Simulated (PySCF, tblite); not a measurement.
# C22H14: electronic excitations, NMR shifts

Aim: compute the electronic excitations, NMR shifts of C22H14 (`C1=Cc2cc3c(c4cccc1c24)/C=C\C=C/c1ccccc1-3`).

Programs: tblite 0.8.0 and PySCF 2.14.0, with routines of our own; each step states its level. All values are computed. Atoms count from 0.

## 1. The system as given

36 atoms, charge 0, multiplicity 1; geometry from: force field, distance geometry or constructed start.

## 2. Geometry optimisation with GFN2-xTB

Job settings and geometry (Å):

```
{"job": {"kind": "relax", "xc": "GFN2-xTB", "basis": "xTB"}, "charge": 0, "multiplicity": 1}
C     -1.617400     2.373900     1.067400
C     -2.346900     1.301800     1.412900
C     -2.768600     0.246300     0.483300
C     -4.159900     0.091300     0.300500
C     -4.663300    -0.870700    -0.571100
C     -3.790300    -1.677700    -1.292800
C     -2.409100    -1.531300    -1.120000
C     -1.870600    -0.575000    -0.225800
C     -0.401400    -0.512800    -0.051200
C      0.250400    -1.658800     0.470200
C      1.622900    -1.651800     0.617800
C      2.331400    -0.539000     0.269500
C      3.661900    -0.763800     0.512600
C      4.590500     0.225100     0.232200
C      4.117500     1.449000    -0.279300
C      2.741100     1.655200    -0.508300
C      1.788600     0.641700    -0.240600
C      0.365600     0.643200    -0.402200
C     -0.262800     1.871800    -0.936100
C     -1.120900     2.645900    -0.258400
C      3.796500    -2.109300     1.043000
C      2.565700    -2.646200     1.109900
H     -1.408800     3.143200     1.821400
H     -2.702300     1.190900     2.440000
H     -4.856200     0.723500     0.851100
H     -5.741800    -0.978100    -0.702800
H     -4.171500    -2.418000    -1.983900
H     -1.741300    -2.175100    -1.686000
H     -0.317400    -2.538000     0.748200
H      5.647700     0.072100     0.418500
H      4.829800     2.242200    -0.499200
H      2.417700     2.617500    -0.905500
H      0.060600     2.164800    -1.934900
H     -1.472100     3.567300    -0.711900
H      4.731900    -2.571500     1.321200
H      2.296300    -3.627700     1.457200
```

Launch:

```sh
> OMP_NUM_THREADS=1 python large_run.py task.json out
```

One launch serves the whole session: the jobs run in the order shown.

What it wrote:

```text
step      E/eV     max force
  0   -1474.15221    2.700
  1   -1474.32019    1.250
  2   -1474.36159    0.365
  3   -1474.38179    0.329
  4   -1474.40402    0.287
  5   -1474.41653    0.250
  6   -1474.42636    0.196
  7   -1474.43575    0.170
  8   -1474.44304    0.167
  9   -1474.44827    0.131
 10   -1474.45233    0.115
 11   -1474.45538    0.099
 12   -1474.45740    0.094
 13   -1474.45894    0.085
 14   -1474.46039    0.079
 15   -1474.46174    0.080
 16   -1474.46282    0.094
 17   -1474.46370    0.072
 18   -1474.46438    0.045
 19   -1474.46481    0.039
 20   -1474.46506    0.037
 21   -1474.46529    0.037
 22   -1474.46555    0.034
 23   -1474.46579    0.034
 24   -1474.46598    0.025
 25   -1474.46611    0.020
```

Run time: 0.51 s. Hardware: 1 thread of Arm Neoverse V2, shared host; peak memory 0.19 GiB.

Step by step:

| step | energy from step 0 (eV) | largest force (eV/Å) |
| --- | --- | --- |
| 0 | 0.0000 | 2.7003 |
| 1 | -0.1680 | 1.2497 |
| 2 | -0.2094 | 0.3654 |
| 3 | -0.2296 | 0.3294 |
| 4 | -0.2518 | 0.2869 |
| 5 | -0.2643 | 0.2506 |
| 6 | -0.2741 | 0.1957 |
| 7 | -0.2835 | 0.1708 |
| 8 | -0.2908 | 0.1671 |
| 9 | -0.2961 | 0.1307 |
| 10 | -0.3001 | 0.1154 |
| 11 | -0.3032 | 0.0989 |
| 12 | -0.3052 | 0.0940 |
| 13 | -0.3067 | 0.0846 |
| 15 | -0.3095 | 0.0805 |
| 16 | -0.3106 | 0.0940 |
| 17 | -0.3115 | 0.0724 |
| 18 | -0.3122 | 0.0448 |
| 19 | -0.3126 | 0.0387 |
| 21 | -0.3131 | 0.0365 |
| 22 | -0.3133 | 0.0343 |
| 23 | -0.3136 | 0.0341 |
| 24 | -0.3138 | 0.0245 |
| 25 | -0.3139 | 0.0199 |

Close pairs (by a distance rule), those that changed most:

| bond | before (Å) | after (Å) | change (Å) |
| --- | --- | --- | --- |
| C10–C11 | 1.364 | 1.411 | +0.047 |
| C8–C17 | 1.431 | 1.385 | -0.046 |
| C11–C12 | 1.371 | 1.412 | +0.041 |
| C14–C15 | 1.410 | 1.375 | -0.036 |
| C6–C7 | 1.416 | 1.392 | -0.024 |
| C0–C19 | 1.442 | 1.462 | +0.021 |
| C2–C3 | 1.412 | 1.392 | -0.020 |
| C5–C6 | 1.400 | 1.382 | -0.017 |

The end geometry stands in the next job.

## 3. Harmonic vibrations with GFN2-xTB

Job settings and geometry (Å):

```
{"job": {"kind": "ir", "xc": "GFN2-xTB", "basis": "xTB"}, "charge": 0, "multiplicity": 1}
C     -1.599185     2.371943     1.078741
C     -2.298933     1.297232     1.423347
C     -2.745457     0.263985     0.473846
C     -4.115107     0.080061     0.304936
C     -4.603952    -0.865271    -0.576125
C     -3.722015    -1.658787    -1.290706
C     -2.360263    -1.500556    -1.114091
C     -1.857748    -0.537596    -0.243971
C     -0.391549    -0.478906    -0.036690
C      0.209799    -1.658777     0.466546
C      1.568292    -1.702119     0.635154
C      2.309298    -0.555911     0.275883
C      3.683949    -0.776013     0.514618
C      4.557507     0.242248     0.225870
C      4.033021     1.444340    -0.289577
C      2.692180     1.643038    -0.518195
C      1.763099     0.613901    -0.235844
C      0.345051     0.639536    -0.389234
C     -0.273401     1.853431    -0.941328
C     -1.112871     2.637887    -0.274454
C      3.780420    -2.128797     1.045227
C      2.542777    -2.670441     1.114537
H     -1.399784     3.148593     1.808091
H     -2.674638     1.198058     2.434166
H     -4.798663     0.695581     0.873155
H     -5.670231    -0.985410    -0.701085
H     -4.095432    -2.407929    -1.973366
H     -1.667416    -2.128537    -1.657522
H     -0.425844    -2.499042     0.709172
H      5.622665     0.147825     0.384077
H      4.724217     2.245833    -0.510795
H      2.348101     2.589935    -0.908085
H      0.077196     2.148923    -1.922997
H     -1.447616     3.570528    -0.713707
H      4.702717    -2.602314     1.330432
H      2.293466    -3.654718     1.466958
```

What it wrote:

```text
mode    cm-1     km/mol
  1      43.2      0.10
  2      54.8      0.01
  3      69.7      0.06
  4     110.2      0.45
  5     154.0      0.53
  6     168.9      0.87
  7     187.8      0.29
  8     207.4      0.62
  9     228.6      0.05
 10     254.8      0.11
 11     276.2      0.34
 12     311.0      0.93
 13     347.1      0.46
 14     360.7      0.21
 15     399.5      0.25
 16     406.1      0.40
 17     454.3      0.29
 18     457.9      1.04
 19     480.0      0.10
 20     498.1      0.22
 21     508.8      1.18
 22     538.1      2.79
 23     570.8      1.28
 24     580.0      3.56
 25     599.0      0.09
 26     620.6      0.07
 27     627.8      1.30
 28     642.4      1.46
 29     658.6      2.16
 30     701.9      0.12
 31     725.7      1.52
 32     729.9      3.81
 33     742.6      5.38
 34     778.6      9.48
 35     781.1      7.68
 36     788.5     10.41
 37     794.1      1.09
 38     813.9     19.19
 39     818.5      5.13
 40     838.0      6.11
 41     853.3      1.21
 42     857.5      1.35
 43     875.6      7.00
 44     888.0      0.94
 45     891.3      0.99
 46     902.0      0.67
 47     914.8      0.40
 48     919.7      0.50
 49     923.1      0.14
 50     929.3      0.01
 51     958.1      1.57
 52    1002.1      1.58
 53    1054.9      0.86
 54    1066.9      0.87
 55    1088.9      0.67
 56    1097.7      0.47
 57    1104.8      4.91
 58    1134.4      1.86
 59    1166.2      2.08
 60    1180.8      0.12
 61    1183.8      0.23
 62    1195.5      0.76
 63    1197.1      3.60
 64    1207.7      0.20
 65    1214.6      1.59
 66    1229.0      2.41
 67    1250.6      0.21
 68    1269.0      2.44
 69    1279.5      0.84
 70    1314.3      5.05
 71    1314.7      1.96
 72    1344.2      8.05
 73    1351.2      2.91
 74    1378.5      0.81
 75    1397.9      1.82
 76    1425.4      6.48
 77    1445.7     18.22
 78    1454.2     40.53
 79    1470.3      3.54
 80    1492.0      3.66
 81    1526.9     12.26
 82    1577.9      2.42
 83    1592.7      1.04
 84    1596.3      1.08
 85    1603.2      6.05
 86    1613.6      4.77
 87    1688.9      1.11
 88    1694.8      0.63
 89    3025.3      4.23
 90    3028.1     25.34
 91    3040.3     72.52
 92    3045.9     61.56
 93    3066.0      9.12
 94    3066.1     15.49
 95    3068.8     12.17
 96    3071.3     25.02
 97    3075.0     55.08
 98    3078.8     66.89
 99    3085.5     71.25
100    3089.5     83.57
101    3126.0     13.12
102    3141.0     69.49
```

Wall time 4 s (1 thread of Arm Neoverse V2, shared host); peak memory 0.19 GiB.

The strongest bands and the atoms that carry them (share of the mass-weighted mode):

| cm⁻¹ | km/mol | atoms |
| --- | --- | --- |
| 1454 | 40.5 | C11 14 %, C15 10 % |
| 3040 | 72.5 | H32 59 %, H33 31 % |
| 3046 | 61.6 | H23 74 %, H22 16 % |
| 3075 | 55.1 | H29 52 %, H31 23 %, H30 17 % |
| 3079 | 66.9 | H26 33 %, H25 31 %, H24 19 % |
| 3086 | 71.2 | H31 62 %, H30 24 % |
| 3090 | 83.6 | H26 44 %, H25 37 % |
| 3141 | 69.5 | H35 61 %, H34 30 % |

## 4. Electronic excitations: TDDFT PBE0/def2-SVP

Settings changed since step 3:

```diff
@@ -1,2 +1,2 @@
-{"job": {"kind": "ir", "xc": "GFN2-xTB", "basis": "xTB"}, "charge": 0, "multiplicity": 1}
+{"job": {"kind": "uv", "basis": "def2-SVP", "grid": 1, "kgrid": 0, "vcut": 1.5, "nstates": 8, "ntriplets": 3, "tda": false, "delta": ["ip_vertical", "ea_vertical"], "pop": true, "xc": "PBE0"}, "charge": 0, "multiplicity": 1}
 C     -1.599185     2.371943     1.078741
```

Method: TDDFT PBE0/def2-SVP, vertical, gas phase, core orbitals frozen in the response, virtual orbitals cut by energy.

What it wrote:

```text
start: PBE on a coarse grid of 30588 points
cycle   1  E = -844.7008381008  dE =  3.594e+00  |g| = 7.416e-01  |ddm| = 8.753e+00
cycle   2  E = -844.5851467745  dE =  1.157e-01  |g| = 9.925e-01  |ddm| = 2.701e+00
cycle   3  E = -844.8423457014  dE = -2.572e-01  |g| = 3.179e-01  |ddm| = 1.914e+00
cycle   4  E = -844.8683437292  dE = -2.600e-02  |g| = 1.146e-01  |ddm| = 5.550e-01
cycle   5  E = -844.8716181221  dE = -3.274e-03  |g| = 5.309e-02  |ddm| = 2.462e-01
cycle   6  E = -844.8723684621  dE = -7.503e-04  |g| = 1.777e-02  |ddm| = 8.794e-02
cycle   7  E = -844.8724426865  dE = -7.422e-05  |g| = 7.377e-03  |ddm| = 3.227e-02
final grid: 134573 points
cycle   8  E = -845.1372918266  dE = -9.965e-03  |g| = 4.408e-02  |ddm| = 1.606e+00
cycle   9  E = -845.1373488279  dE = -5.700e-05  |g| = 4.375e-02  |ddm| = 1.362e-01
cycle  10  E = -845.1378482714  dE = -4.994e-04  |g| = 1.299e-02  |ddm| = 7.944e-02
cycle  11  E = -845.1378963681  dE = -4.810e-05  |g| = 3.346e-03  |ddm| = 2.131e-02
cycle  12  E = -845.1378955930  dE =  7.751e-07  |g| = 9.856e-04  |ddm| = 6.567e-03
cycle  13  E = -845.1378987227  dE = -3.130e-06  |g| = 4.623e-04  |ddm| = 2.025e-03
cycle  14  E = -845.1378964174  dE =  2.305e-06  |g| = 1.482e-04  |ddm| = 7.506e-04
cycle  15  E = -845.1378964196  dE = -2.245e-09  |g| = 4.565e-05  |ddm| = 3.523e-04
converged SCF energy = -845.1378964196
Vertical ionisation energy (delta-SCF) = 7.4979 eV   <S^2> = 0.769
Vertical electron affinity (delta-SCF) = 0.7294 eV   <S^2> = 0.763

Static polarisability (au): isotropic 233.782, principal 138.486 231.868 330.993

Singlet excitations
state   eV       nm        f      main configurations
  1   3.0389    408.0   0.01125   H->L 0.92
  2   3.6862    336.3   0.07539   H-1->L 0.83
  3   4.0011    309.9   0.03558   H-2->L 0.86
  4   4.0843    303.6   0.14925   H-3->L 0.80
  5   4.5060    275.2   0.00765   H-4->L 0.68, H->L+1 0.15
  6   4.5934    269.9   0.00334   H->L+1 0.55, H-4->L 0.23, H-5->L 0.13
  7   4.6235    268.2   0.00100   H-5->L 0.74, H->L+1 0.15
  8   4.9108    252.5   0.09034   H->L+2 0.77

Triplet excitations (Tamm-Dancoff, eV): 2.2790 2.6109 3.3175
```

It took 3.2 min on 1 thread of Arm Neoverse V2, shared host; peak memory 0.68 GiB.

Frontier orbitals and where they lie:

| orbital | eV | atoms |
| --- | --- | --- |
| HOMO−4 | -7.43 | C7 17 %, C4 16 %, C3 15 % |
| HOMO−3 | -6.94 | C9 14 %, C16 12 %, C13 10 % |
| HOMO−2 | -6.83 | C0 16 %, C5 14 %, C1 12 % |
| HOMO−1 | -6.50 | C15 18 %, C12 16 %, C21 13 % |
| HOMO | -6.16 | C20 21 %, C11 17 %, C21 13 % |
| LUMO | -2.11 | C17 13 %, C15 13 %, C9 11 % |
| LUMO+1 | -0.68 | C0 15 %, C1 14 %, C5 12 % |
| LUMO+2 | -0.40 | C11 10 %, C9 9 %, C16 9 % |
| LUMO+3 | -0.06 | C6 15 %, C3 15 %, C18 9 % |

With each of the 8 states as a Gaussian band of 0.4 eV half-width at 1/e, the curve within the window shown has maxima at 310 nm (ε 9,000), 256 nm (ε 4,000) L/(mol cm). Beyond the last state computed it falls off for lack of states. The curve at chosen wavelengths:

```json
{"nm": "238", "ε (L/mol/cm)": "2118"}
{"nm": "249", "ε (L/mol/cm)": "3739"}
{"nm": "260", "ε (L/mol/cm)": "3936"}
{"nm": "270", "ε (L/mol/cm)": "3795"}
{"nm": "281", "ε (L/mol/cm)": "4897"}
{"nm": "292", "ε (L/mol/cm)": "7054"}
{"nm": "303", "ε (L/mol/cm)": "8692"}
{"nm": "314", "ε (L/mol/cm)": "8861"}
{"nm": "324", "ε (L/mol/cm)": "7922"}
{"nm": "335", "ε (L/mol/cm)": "6328"}
{"nm": "346", "ε (L/mol/cm)": "4683"}
{"nm": "357", "ε (L/mol/cm)": "3282"}
{"nm": "368", "ε (L/mol/cm)": "2230"}
{"nm": "378", "ε (L/mol/cm)": "1570"}
{"nm": "389", "ε (L/mol/cm)": "1106"}
{"nm": "400", "ε (L/mol/cm)": "825"}
{"nm": "411", "ε (L/mol/cm)": "648"}
{"nm": "422", "ε (L/mol/cm)": "523"}
{"nm": "432", "ε (L/mol/cm)": "430"}
{"nm": "443", "ε (L/mol/cm)": "341"}
{"nm": "454", "ε (L/mol/cm)": "263"}
{"nm": "465", "ε (L/mol/cm)": "196"}
{"nm": "476", "ε (L/mol/cm)": "143"}
{"nm": "486", "ε (L/mol/cm)": "104"}
{"nm": "497", "ε (L/mol/cm)": "72"}
{"nm": "508", "ε (L/mol/cm)": "49"}
```

Further results of this job:

| property | computed |
| --- | --- |
| dipole moment (D) | 0.70 |
| polarisability (Å³) | 34.64 |
| HOMO–LUMO gap (eV) | 4.05 |
| −ε(HOMO) (eV) | 6.16 |

(Part 1 of 2 ends here.)
